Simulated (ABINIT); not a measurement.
The system is GaGe3.

```
Ge Ga
1.0
     4.27847    0.00000    0.00000
     0.00000    4.27847    0.00000
     0.00000    0.00000    4.27847
Ge Ga
3 1
Direct
  0.50000 0.50000 0.00000
  0.50000 0.00000 0.50000
  0.00000 0.50000 0.50000
  0.00000 0.00000 0.00000
```

The cell comes from a database or a generator and needn't be the stable form of this composition.

Program: ABINIT 10.8.3 (patched build). Alike in all runs: task band structure; no spin polarisation; cell as given; k mesh 6 × 6 × 6; smearing fermi-dirac 0.05 eV.

Order these runs on this cell by their pressure, lowest first.
A. level PBE; potentials or basis JTH PAW PBE v2.0; cutoff (eV) 599; fine-grid cutoff 1197.3 eV
B. level LDA; potentials or basis JTH PAW LDA v2.0; cutoff (eV) 599; fine-grid cutoff 1197.3 eV
C. level r2SCAN; potentials or basis JTH PAW PBE v2.0; cutoff (eV) 707; fine-grid cutoff 1306.15 eV

B (-5.2 GPa), C (-2.0 GPa), A (-0.4 GPa).

Caveats: the PAW data sets were made with another functional, which shifts forces and pressure a little (some runs).
